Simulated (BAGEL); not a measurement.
# SiF4 (silicon tetrafluoride): HF/6-311+G(d,p) (density fitting with qzvpp-jkfit)

Aim: the vertical singlet–triplet gap of SiF4 (silicon tetrafluoride) at HF/6-311+G** (density fitting with qzvpp-jkfit), from 2 runs. 

The calculation is run with BAGEL 1.2.2.

2 further runs of the same task are left out: 1 that didn't finish, 1 set aside as unsound or not needed. Runs told in other sessions of the task aren't counted.

### 1 The structure to begin with

SiF4: 5 atoms, total charge 0, spin state singlet. As SMILES, `F[Si](F)(F)F`. Geometry: relaxed at GFN2-xTB.

Bond lengths: Si1–F2 1.566 Å, Si1–F3 1.566 Å, Si1–F4 1.566 Å, Si1–F5 1.566 Å. Angles: F2–Si1–F3 109.3°, F2–Si1–F4 109.6°, F2–Si1–F5 109.5°, F3–Si1–F4 109.5°, F3–Si1–F5 109.5°, F4–Si1–F5 109.5°.

### 2 The energy at HF/6-311+G(d,p) (density fitting with qzvpp-jkfit)

job.json

```json
{ "bagel" : [

{
  "title" : "molecule",
  "basis" : "6-311+gss.json",
  "df_basis" : "qzvpp-jkfit",
  "angstrom" : true,
  "geometry" : [
    { "atom" : "Si", "xyz" : [      -0.000700,       0.000340,      -0.000360 ] },
    { "atom" : "F", "xyz" : [       0.012160,      -0.018360,       1.565530 ] },
    { "atom" : "F", "xyz" : [       1.473030,       0.010450,      -0.529820 ] },
    { "atom" : "F", "xyz" : [      -0.745860,       1.282160,      -0.504010 ] },
    { "atom" : "F", "xyz" : [      -0.738620,      -1.274590,      -0.531350 ] }
  ]
},

{
  "title" : "hf"
},

{
  "title" : "print",
  "file" : "orbitals.molden",
  "orbitals" : true
}

]}
```

The basis set 6-311+G** is read from a file made from the Basis Set Exchange's data (not shown).

On the command line:

```console
$ BAGEL_NUM_THREADS=1 BAGEL job.json > job.out
```

Standard output:

```text
* using 1 threads per process

  ===============================================================
  ===============================================================

  *** Geometry ***

  { "atom" : "Si", "xyz" : [     -0.001323,      0.000643,     -0.000680 ] },
  { "atom" : "F", "xyz" : [      0.022979,     -0.034695,      2.958423 ] },
  { "atom" : "F", "xyz" : [      2.783623,      0.019748,     -1.001215 ] },
  { "atom" : "F", "xyz" : [     -1.409471,      2.422931,     -0.952441 ] },
  { "atom" : "F", "xyz" : [     -1.395790,     -2.408626,     -1.004106 ] },

  Number of auxiliary basis functions:      436

  Since a DF basis is specified, we compute 2- and 3-index integrals:
    o Being stored without compression. Storage requirement is 0.049 GB

  Number of basis functions:      118
  Number of electrons      :       50

    * METHOD: MOLECULE                             0.19

  *** RHF ***

  === Nuclear Repulsion ===
   270.8876372071

      * DIIS with orbital gradients will be used.

  === RHF iteration (6-311+gss.json) ===
      0       -686.57653471          0.03509056           0.10
      1       -686.88029865          0.02398774           0.10
      2       -687.07468325          0.00095129           0.09
      3       -687.07532580          0.00010244           0.09
      4       -687.07533209          0.00001822           0.10
      5       -687.07533234          0.00000305           0.10
      6       -687.07533235          0.00000060           0.10
      7       -687.07533235          0.00000023           0.09
      8       -687.07533235          0.00000009           0.10
      9       -687.07533235          0.00000003           0.09
     10       -687.07533235          0.00000001           0.09
    * SCF iteration converged.

    * Permanent dipole moment:
           (    0.003847,    -0.001812,     0.002029) a.u.

    * METHOD: HF                                   1.22

    * METHOD: PRINT                                0.02

  ===============================================================
```

Run time: 1.6 s. Hardware: 1 thread of Arm Neoverse V2, shared host; peak memory 0.14 GiB.

### 3 The triplet at the same level

job.json

```json
{ "bagel" : [

{
  "title" : "molecule",
  "basis" : "6-311+gss.json",
  "df_basis" : "qzvpp-jkfit",
  "angstrom" : true,
  "geometry" : [
    { "atom" : "Si", "xyz" : [   -0.000700,    0.000340,   -0.000360 ] },
    { "atom" : "F", "xyz" : [    0.012160,   -0.018360,    1.565530 ] },
    { "atom" : "F", "xyz" : [    1.473030,    0.010450,   -0.529820 ] },
    { "atom" : "F", "xyz" : [   -0.745860,    1.282160,   -0.504010 ] },
    { "atom" : "F", "xyz" : [   -0.738620,   -1.274590,   -0.531350 ] }
  ]
},
{ "title" : "uhf", "nopen" : 2 },
{ "title" : "print", "file" : "orbitals.molden", "orbitals" : true }

]}
```

The basis set 6-311+G** is read from a file made from the Basis Set Exchange's data (not shown).

On the command line:

```console
$ BAGEL_NUM_THREADS=1 BAGEL job.json > job.out
```

Standard output:

```text
* using 1 threads per process

  ===============================================================
  ===============================================================

  *** Geometry ***

  { "atom" : "Si", "xyz" : [     -0.001323,      0.000643,     -0.000680 ] },
  { "atom" : "F", "xyz" : [      0.022979,     -0.034695,      2.958423 ] },
  { "atom" : "F", "xyz" : [      2.783623,      0.019748,     -1.001215 ] },
  { "atom" : "F", "xyz" : [     -1.409471,      2.422931,     -0.952441 ] },
  { "atom" : "F", "xyz" : [     -1.395790,     -2.408626,     -1.004106 ] },

  Number of auxiliary basis functions:      436

  Since a DF basis is specified, we compute 2- and 3-index integrals:
    o Being stored without compression. Storage requirement is 0.049 GB

  Number of basis functions:      118
  Number of electrons      :       50

    * METHOD: MOLECULE                             0.19

  *** Open-shell HF ***

  === Nuclear Repulsion ===
   270.8876372071

      * DIIS with orbital gradients will be used.

  === UHF iteration (6-311+gss.json) ===
      0       -686.15985929          0.05913018           0.19
      1       -686.42915586          0.04022425           0.19
      2       -686.53138591          0.02507754           0.19
      3       -686.59515428          0.00233996           0.19
      4       -686.60259879          0.00224356           0.19
      5       -686.60947319          0.00154850           0.19
      6       -686.61611942          0.00150348           0.19
      7       -686.61664136          0.00151369           0.20
      8       -686.61586106          0.00132709           0.19
      9       -686.61486787          0.00079395           0.19
     10       -686.61594974          0.00063174           0.19
     11       -686.61692486          0.00048582           0.20
     12       -686.61738724          0.00037388           0.20
     13       -686.61774171          0.00021881           0.20
     14       -686.61784039          0.00014332           0.20
     15       -686.61788095          0.00010254           0.20
[... 49 lines of this table left out ...]
     65       -686.61801291          0.00000003           0.19
     66       -686.61801291          0.00000002           0.19
     67       -686.61801291          0.00000002           0.19
     68       -686.61801291          0.00000002           0.19
     69       -686.61801291          0.00000002           0.20
     70       -686.61801291          0.00000002           0.19
     71       -686.61801291          0.00000002           0.19
     72       -686.61801291          0.00000001           0.19
    * SCF iteration converged.

    * S^2 (UHF) is 2.0505

    * Permanent dipole moment:
           (    0.173594,     0.005897,     0.122024) a.u.

    * METHOD: UHF                                 14.28

    * METHOD: PRINT                                0.02

  ===============================================================
```

Wall time 15 s (1 thread of Arm Neoverse V2, shared host); peak memory 0.15 GiB.

### 4 Summary of results

At HF/6-311+G** (density fitting with qzvpp-jkfit):

| quantity | value |
| --- | --- |
| singlet: total energy | -687.07533 Eh |
| singlet: dipole moment | 0.01 D |
| singlet: HOMO energy | -18.65 eV |
| singlet: LUMO energy | 1.49 eV |
| singlet: HOMO–LUMO gap | 20.14 eV |
| triplet: total energy | -686.61801 Eh |
| triplet: dipole moment | 0.54 D |
| triplet: ⟨S²⟩ | 2.050 |
| vertical energy of the triplet above the singlet | 12.444 eV |

At this shape the triplet lies 12.44 eV (287 kcal/mol) above the singlet.
